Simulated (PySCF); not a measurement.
# C₆H₄N₂S: circular dichroism and optical rotation, excited states, first hyperpolarisability

Aim: compute the circular dichroism and optical rotation, excited states, first hyperpolarisability of C₆H₄N₂S (`CSC(=C=CC#N)C#N`).

Computed with PySCF 2.14.0 and routines of our own; the level stands in each step. Atoms count from 0.

## 1. The system as given

13 atoms, charge 0, multiplicity 1; geometry from: GFN2-xTB.

## 2. Optimising the geometry at PBE0-D3(BJ)/def2-SVP

Job settings and geometry (Å):

```
{"job": {"xc": "PBE0", "basis": "def2-SVP", "d3": "d3bj", "grid": 2, "kind": "geom"}, "charge": 0, "multiplicity": 1}
C      2.030349    -0.490239     0.222923
S      1.688463     1.284374     0.367380
C     -0.048873     1.289679    -0.016766
C     -0.729903     0.231233    -0.367543
C     -1.404134    -0.842098    -0.679998
C     -2.014080    -1.651807     0.304442
N     -2.492652    -2.326188     1.096792
C     -0.666752     2.559418     0.056357
N     -1.163934     3.588692     0.106203
H      1.851413    -0.817292    -0.797715
H      1.406645    -1.043442     0.920166
H      3.077840    -0.617876     0.476762
H     -1.538772    -1.163968    -1.706731
```

Launch:

```bash
$ OMP_NUM_THREADS=1 python excited_run.py task.json out
```

This one command runs all jobs of the session in turn.

Standard output:

```text
step   0  E = -737.71980788  max force = 0.033792
step   1  E = -737.72229198  max force = 0.002051
step   2  E = -737.72231554  max force = 0.000699
step   3  E = -737.72231972  max force = 0.000505
step   4  E = -737.72232200  max force = 0.000194
optimisation converged
```

It took 76 s on 1 thread of Arm Neoverse N1, shared host; peak memory 0.73 GiB.

Relaxation path:

| step | energy from step 0 (eV) | largest force component (eV/Å) |
| --- | --- | --- |
| 0 | 0.0000 | 1.7377 |
| 1 | -0.0676 | 0.1055 |
| 2 | -0.0682 | 0.0359 |
| 3 | -0.0684 | 0.0260 |
| 4 | -0.0684 | 0.0100 |

Close pairs (by a distance rule), those that changed most:

```csv
bond,before (Å),after (Å),change (Å)
C2–C7,1.414,1.432,+0.018
C4–C5,1.413,1.431,+0.017
C0–S1,1.813,1.798,-0.015
C4–H12,1.084,1.099,+0.015
C7–N8,1.144,1.159,+0.014
C5–N6,1.145,1.159,+0.014
C0–H11,1.085,1.098,+0.013
C0–H10,1.087,1.100,+0.013
```

The next job starts from the end point, and lists it.

| at the end point | value |
| --- | --- |
| point group (found at 0.08 Å tolerance) | C1 |
| rotational constants (GHz, main isotopes) | 1.768, 0.908, 0.644 |
| dipole moment (D) | 4.84 |

## 3. Circular dichroism and optical rotation: TDDFT CAM-B3LYP/aug-cc-pVDZ

Job settings and geometry (Å):

```
{"job": {"kind": "ecd", "xc": "CAM-B3LYP", "basis": "aug-cc-pVDZ", "nstates": 12}, "charge": 0, "multiplicity": 1}
C      2.187457    -0.145211     0.199277
S      1.824584     1.613242     0.299246
C      0.093565     1.597234    -0.066734
C     -0.608712     0.529294    -0.388428
C     -1.294656    -0.548932    -0.698204
C     -1.910112    -1.384051     0.286804
N     -2.401318    -2.081817     1.071304
C     -0.537522     2.880777     0.009441
N     -1.027978     3.928560     0.071518
H      2.011512    -0.532149    -0.814337
H      1.593614    -0.712320     0.930508
H      3.253736    -0.241912     0.443995
H     -1.418716    -0.851110    -1.747540
```

Level: TDDFT CAM-B3LYP/aug-cc-pVDZ circular dichroism and optical rotation, one conformer, gas phase.

Standard output:

```text
coarse grid: 12744 points
cycle   1  E = -738.3314765675  dE =  1.567e+00  |g| = 6.911e-01  |ddm| = 1.638e+01
cycle   2  E = -738.0277875782  dE =  3.037e-01  |g| = 1.381e+00  |ddm| = 5.538e+00
cycle   3  E = -738.4650582735  dE = -4.373e-01  |g| = 5.374e-02  |ddm| = 4.296e+00
cycle   4  E = -738.4656362142  dE = -5.779e-04  |g| = 4.343e-02  |ddm| = 3.823e-01
cycle   5  E = -738.4660479866  dE = -4.118e-04  |g| = 1.237e-02  |ddm| = 1.811e-01
cycle   6  E = -738.4660792089  dE = -3.122e-05  |g| = 6.206e-03  |ddm| = 4.227e-02
cycle   7  E = -738.4660875196  dE = -8.311e-06  |g| = 2.074e-03  |ddm| = 2.232e-02
final grid: 122472 points
cycle   8  E = -738.4984889722  dE = -1.054e-05  |g| = 4.288e-03  |ddm| = 2.603e-01
cycle   9  E = -738.4984822037  dE =  6.769e-06  |g| = 7.037e-03  |ddm| = 3.261e-02
cycle  10  E = -738.4984933929  dE = -1.119e-05  |g| = 8.688e-04  |ddm| = 1.550e-02
cycle  11  E = -738.4984935536  dE = -1.607e-07  |g| = 2.219e-04  |ddm| = 2.714e-03
cycle  12  E = -738.4984935647  dE = -1.111e-08  |g| = 8.054e-05  |ddm| = 9.558e-04
cycle  13  E = -738.4984935664  dE = -1.723e-09  |g| = 2.601e-05  |ddm| = 3.620e-04
cycle  14  E = -738.4984935666  dE = -1.801e-10  |g| = 3.999e-06  |ddm| = 9.210e-05
converged SCF energy = -738.4984935666

Singlet excitations and rotatory strengths (1e-40 esu^2 cm^2)
state   eV       nm     f(len)   f(vel)    R(len)    R(vel)   main configurations
  1   3.8565   321.5  0.00048  0.00048    -1.449    -1.529   H->L 0.94
  2   5.0455   245.7  0.21231  0.20962    19.426    19.977   H->L+1 0.95
  3   5.5447   223.6  0.00170  0.00164   -14.123   -13.987   H-1->L+1 0.85
  4   5.6738   218.5  0.00107  0.00103    10.457    10.291   H->L+2 0.29, H->L+3 0.16, H-2->L 0.10
  5   6.0738   204.1  0.39366  0.38391   112.838   111.781   H-1->L 0.69, H-2->L 0.14
  6   6.1207   202.6  0.14918  0.14554   -44.615   -43.005   H-2->L 0.54, H-1->L 0.20, H->L+2 0.12
  7   6.2001   200.0  0.00705  0.00728    -6.372    -6.590   H->L+2 0.35, H->L+4 0.27, H->L+3 0.14
  8   6.3711   194.6  0.00077  0.00075     4.667     4.638   H-3->L 0.48, H-4->L 0.40
  9   6.5775   188.5  0.03523  0.03409   -21.736   -21.724   H->L+7 0.22, H-2->L+1 0.17, H-3->L+1 0.16
 10   6.6118   187.5  0.11521  0.11127     6.938     6.810   H-2->L+1 0.55, H->L+7 0.09
 11   6.7224   184.4  0.00120  0.00122     3.489     3.433   H-3->L+1 0.29, H->L+7 0.24, H-4->L+1 0.21
 12   6.9389   178.7  0.01083  0.01028     2.596     2.554   H->L+3 0.46, H->L+4 0.38

Specific rotation (deg / (dm g/mL))
    nm     length   length(OI)   velocity    alpha(len)  alpha(vel)
  633.0     336.14     342.36     343.56      113.561    112.114
  589.3     399.20     406.66     407.90      114.391    112.931
  546.0     482.09     491.23     492.45      115.455    113.978
  436.0     875.34     893.17     892.79      120.195    118.647
  405.0    1079.34    1102.35    1099.77      122.569    120.984
  365.0    1438.06    1472.92    1460.70      127.125    125.470
  355.0    1524.21    1563.87    1545.06      128.688    127.009
```

It took 3.2 min on 1 thread of Arm Neoverse N1, shared host; peak memory 1.1 GiB.

## 4. Excited states: TDA CAM-B3LYP/def2-TZVP

Settings changed since step 3:

```diff
@@ -1,2 +1,2 @@
-{"job": {"kind": "ecd", "xc": "CAM-B3LYP", "basis": "aug-cc-pVDZ", "nstates": 12}, "charge": 0, "multiplicity": 1}
+{"job": {"kind": "states", "xc": "CAM-B3LYP", "basis": "def2-TZVP", "tda": true, "soc": true, "nstates": 6, "ntriplets": 5, "nquad": 4}, "charge": 0, "multiplicity": 1}
 C      2.187457    -0.145211     0.199277
```

With the program's defaults for keys left out, this is: TDA CAM-B3LYP/def2-TZVP excited states, vertical, gas phase, spin-orbit mean-field couplings.

Standard output:

```text
coarse grid: 12744 points
cycle   1  E = -738.4753135804  dE =  1.500e+00  |g| = 7.122e-01  |ddm| = 3.323e+00
cycle   2  E = -738.1644292710  dE =  3.109e-01  |g| = 1.420e+00  |ddm| = 1.893e+00
cycle   3  E = -738.6102709752  dE = -4.458e-01  |g| = 5.580e-02  |ddm| = 1.222e+00
cycle   4  E = -738.6108329538  dE = -5.620e-04  |g| = 4.513e-02  |ddm| = 1.176e-01
cycle   5  E = -738.6112466716  dE = -4.137e-04  |g| = 1.451e-02  |ddm| = 4.388e-02
cycle   6  E = -738.6112890690  dE = -4.240e-05  |g| = 6.547e-03  |ddm| = 1.694e-02
cycle   7  E = -738.6112975921  dE = -8.523e-06  |g| = 2.400e-03  |ddm| = 7.067e-03
final grid: 122472 points
cycle   8  E = -738.6039744989  dE = -2.713e-05  |g| = 5.245e-03  |ddm| = 6.653e-02
cycle   9  E = -738.6039650938  dE =  9.405e-06  |g| = 8.421e-03  |ddm| = 9.983e-03
cycle  10  E = -738.6039802937  dE = -1.520e-05  |g| = 1.138e-03  |ddm| = 5.803e-03
cycle  11  E = -738.6039805381  dE = -2.444e-07  |g| = 3.258e-04  |ddm| = 9.399e-04
cycle  12  E = -738.6039805608  dE = -2.273e-08  |g| = 1.110e-04  |ddm| = 4.292e-04
cycle  13  E = -738.6039805637  dE = -2.923e-09  |g| = 3.287e-05  |ddm| = 1.438e-04
cycle  14  E = -738.6039805640  dE = -2.747e-10  |g| = 8.329e-06  |ddm| = 4.624e-05
converged SCF energy = -738.6039805640

Singlet excitations
state   eV       nm        f     d(h-e)  d(exc)  Lambda  PR(NTO)  |dmu|/D   mu/D   main configurations
  1   3.8901   318.7   0.00031   1.520   3.276   0.476   1.021    4.280    7.809   H->L 0.94
  2   5.2343   236.9   0.25896   1.662   3.204   0.656   1.114    4.198    8.617   H->L+1 0.91
  3   5.5455   223.6   0.00115   1.304   3.104   0.458   1.275    3.597    6.274   H-1->L+1 0.83
  4   5.6741   218.5   0.00225   0.317   2.735   0.483   1.634    1.290    4.565   H->L+2 0.57, H-2->L 0.11, H-1->L+1 0.10
  5   6.1795   200.6   0.00195   1.420   3.435   0.457   1.362                     H-2->L 0.73, H->L+2 0.14
  6   6.3567   195.0   0.61047   0.730   3.027   0.765   1.345                     H-1->L 0.80

Triplet excitations (Tamm-Dancoff)
state   eV     d(h-e)  d(exc)  Lambda  PR(NTO)   main configurations
  1   3.3462   0.629   2.749   0.662   1.105   H->L+1 0.75, H-2->L+1 0.09
  2   3.5255   1.343   3.173   0.490   1.038   H->L 0.86
  3   3.8204   0.297   2.596   0.791   1.140   H-1->L 0.86
  4   5.1387   0.315   2.633   0.478   1.752   H->L+2 0.49, H-1->L+1 0.14, H-2->L 0.10
  5   5.2724   1.144   3.020   0.467   1.426   H-1->L+1 0.75, H->L+2 0.12
S1 - T1 = 0.5439 eV

Spin-orbit couplings |<S|Hso|T>| (cm-1)
             T1       T2       T3       T4       T5
S0       19.600   94.968    6.290  134.766   65.295
S1       25.803    5.285   22.827   31.565   15.525
S2        6.988   32.272    1.664   42.270   34.161
S3       26.219   12.159    6.194    2.498    6.265
S4       21.564   33.408    8.482    3.031    6.287
S5       10.967   18.348   22.221   20.432    6.923
S6        4.808   33.888    3.945   15.161    9.053
T1 sublevels (cm-1): 0.000 0.019 0.085   radiative rates (1/s): 96.5 0.127 15
```

Wall time 2.2 min (1 thread of Arm Neoverse N1, shared host); peak memory 1.3 GiB.

Key values:

```csv
quantity,value
S1 less T1,0.54 eV
```

## 5. Excited states: TDDFT CAM-B3LYP/aug-cc-pVDZ

Settings changed since step 4:

```diff
@@ -1,2 +1,2 @@
-{"job": {"kind": "states", "xc": "CAM-B3LYP", "basis": "def2-TZVP", "tda": true, "soc": true, "nstates": 6, "ntriplets": 5, "nquad": 4}, "charge": 0, "multiplicity": 1}
+{"job": {"kind": "states", "xc": "CAM-B3LYP", "basis": "aug-cc-pVDZ", "tpa": true, "nstates": 8, "nquad": 6, "ntriplets": 0}, "charge": 0, "multiplicity": 1}
 C      2.187457    -0.145211     0.199277
```

Method: TDDFT CAM-B3LYP/aug-cc-pVDZ excited states, vertical, gas phase, two-photon moments by quadratic response.

Standard output:

```text
coarse grid: 12744 points
cycle   1  E = -738.3314765675  dE =  1.567e+00  |g| = 6.911e-01  |ddm| = 1.638e+01
cycle   2  E = -738.0277875782  dE =  3.037e-01  |g| = 1.381e+00  |ddm| = 5.538e+00
cycle   3  E = -738.4650582735  dE = -4.373e-01  |g| = 5.374e-02  |ddm| = 4.296e+00
cycle   4  E = -738.4656362142  dE = -5.779e-04  |g| = 4.343e-02  |ddm| = 3.823e-01
cycle   5  E = -738.4660479866  dE = -4.118e-04  |g| = 1.237e-02  |ddm| = 1.811e-01
cycle   6  E = -738.4660792089  dE = -3.122e-05  |g| = 6.206e-03  |ddm| = 4.227e-02
cycle   7  E = -738.4660875196  dE = -8.311e-06  |g| = 2.074e-03  |ddm| = 2.232e-02
final grid: 122472 points
cycle   8  E = -738.4984889722  dE = -1.054e-05  |g| = 4.288e-03  |ddm| = 2.603e-01
cycle   9  E = -738.4984822037  dE =  6.769e-06  |g| = 7.037e-03  |ddm| = 3.261e-02
cycle  10  E = -738.4984933929  dE = -1.119e-05  |g| = 8.688e-04  |ddm| = 1.550e-02
cycle  11  E = -738.4984935536  dE = -1.607e-07  |g| = 2.219e-04  |ddm| = 2.714e-03
cycle  12  E = -738.4984935647  dE = -1.111e-08  |g| = 8.054e-05  |ddm| = 9.558e-04
cycle  13  E = -738.4984935664  dE = -1.723e-09  |g| = 2.601e-05  |ddm| = 3.620e-04
cycle  14  E = -738.4984935666  dE = -1.801e-10  |g| = 3.999e-06  |ddm| = 9.210e-05
converged SCF energy = -738.4984935666

Singlet excitations
state   eV       nm        f     d(h-e)  d(exc)  Lambda  PR(NTO)  |dmu|/D   mu/D   delta(TPA)   sigma/GM   main configurations
  1   3.8566   321.5   0.00048   1.516   3.303   0.470   1.025    4.286    7.760        0.93      0.005   H->L 0.94
  2   5.0458   245.7   0.21237   1.583   3.221   0.639   1.138    4.115    8.506      206.11      1.922   H->L+1 0.95
  3   5.5448   223.6   0.00170   1.320   3.157   0.440   1.202    3.688    6.319        0.82      0.009   H-1->L+1 0.85
  4   5.6740   218.5   0.00107   0.606   3.121   0.340   1.499    2.678    3.274        7.08      0.084   H->L+2 0.29, H->L+3 0.16, H-2->L 0.10
  5   6.0740   204.1   0.39409   0.214   3.220   0.664   1.527    0.533    4.657       32.96      0.446   H-1->L 0.69, H-2->L 0.14
  6   6.1210   202.6   0.14888   0.998   3.451   0.480   1.571    2.555    4.890        5.09      0.070   H-2->L 0.54, H-1->L 0.20, H->L+2 0.12
  7   6.2002   200.0   0.00704   0.813   3.802   0.320   1.184                                            H->L+2 0.35, H->L+4 0.27, H->L+3 0.14
  8   6.3712   194.6   0.00077   1.515   2.911   0.477   1.041                                            H-3->L 0.48, H-4->L 0.40
```

Wall time 1.9 min (1 thread of Arm Neoverse N1, shared host); peak memory 1.1 GiB.

## 6. First hyperpolarisability: quadratic response CAM-B3LYP/aug-cc-pVDZ

Settings changed since step 5:

```diff
@@ -1,2 +1,2 @@
-{"job": {"kind": "states", "xc": "CAM-B3LYP", "basis": "aug-cc-pVDZ", "tpa": true, "nstates": 8, "nquad": 6, "ntriplets": 0}, "charge": 0, "multiplicity": 1}
+{"job": {"kind": "beta", "xc": "CAM-B3LYP", "basis": "aug-cc-pVDZ"}, "charge": 0, "multiplicity": 1}
 C      2.187457    -0.145211     0.199277
```

With the program's defaults for keys left out, this is: quadratic response CAM-B3LYP/aug-cc-pVDZ first hyperpolarisability, Taylor convention, gas phase.

Standard output:

```text
coarse grid: 12744 points
cycle   1  E = -738.3314765675  dE =  1.567e+00  |g| = 6.911e-01  |ddm| = 1.638e+01
cycle   2  E = -738.0277875782  dE =  3.037e-01  |g| = 1.381e+00  |ddm| = 5.538e+00
cycle   3  E = -738.4650582735  dE = -4.373e-01  |g| = 5.374e-02  |ddm| = 4.296e+00
cycle   4  E = -738.4656362142  dE = -5.779e-04  |g| = 4.343e-02  |ddm| = 3.823e-01
cycle   5  E = -738.4660479866  dE = -4.118e-04  |g| = 1.237e-02  |ddm| = 1.811e-01
cycle   6  E = -738.4660792089  dE = -3.122e-05  |g| = 6.206e-03  |ddm| = 4.227e-02
cycle   7  E = -738.4660875196  dE = -8.311e-06  |g| = 2.074e-03  |ddm| = 2.232e-02
final grid: 122472 points
cycle   8  E = -738.4984889722  dE = -1.054e-05  |g| = 4.288e-03  |ddm| = 2.603e-01
cycle   9  E = -738.4984822037  dE =  6.769e-06  |g| = 7.037e-03  |ddm| = 3.261e-02
cycle  10  E = -738.4984933929  dE = -1.119e-05  |g| = 8.688e-04  |ddm| = 1.550e-02
cycle  11  E = -738.4984935536  dE = -1.607e-07  |g| = 2.219e-04  |ddm| = 2.714e-03
cycle  12  E = -738.4984935647  dE = -1.111e-08  |g| = 8.054e-05  |ddm| = 9.558e-04
cycle  13  E = -738.4984935664  dE = -1.723e-09  |g| = 2.601e-05  |ddm| = 3.620e-04
cycle  14  E = -738.4984935666  dE = -1.801e-10  |g| = 3.999e-06  |ddm| = 9.210e-05
converged SCF energy = -738.4984935666

Lowest singlets (eV, f): 3.8566 0.0005  5.0458 0.2124  5.5448 0.0017

First hyperpolarisability (au)
process     nm      |vector|   parallel      HRS      DR
static         -      143.77       52.5      77.65   2.804
shg       1907.0      160.73       58.3      86.18   2.877
eope      1907.0      149.10      54.33          -       -
shg       1064.0      211.36      75.41     111.36   3.028
eope      1064.0      162.04      58.75          -       -
```

Wall time 85 s (1 thread of Arm Neoverse N1, shared host); peak memory 1.1 GiB.

## 7. Outcome

| quantity | value |
| --- | --- |
| point group | C1 |
| rotational constants (main isotopes) | 1.77, 0.91, 0.64 GHz |
| state of largest rotatory strength (velocity form) among 12 (step 3, TDDFT CAM-B3LYP/aug-cc-pVDZ) | 6.07 eV, R = +111.8 (velocity), +112.8 (length) ·10⁻⁴⁰ esu² cm² |
| specific rotation at 633.0 nm (step 3, TDDFT CAM-B3LYP/aug-cc-pVDZ) | 343.6 (velocity), 336.1 (length) |
| S1 less T1 (step 4, TDA CAM-B3LYP/def2-TZVP) | 0.54 eV |
| β vector (step 6, quadratic response CAM-B3LYP/aug-cc-pVDZ) | static 144, SHG 1907.0 nm 161, SHG 1064.0 nm 211 au |

Relaxing lowered the energy by 0.068 eV in 4 steps; the close pair that moved most is C2–C7, from 1.414 to 1.432 Å. Rotations belong to one conformer and to the handedness of the start. In step 4, the number of triplets below S1 is 3, and the largest singlet-triplet spin-orbit coupling is S0–T4, 134.77 cm⁻¹. β grows from 144 au (static) to 211 au for doubling at 1064.0 nm: normal dispersion, which grows as twice the photon energy moves toward the bright states.
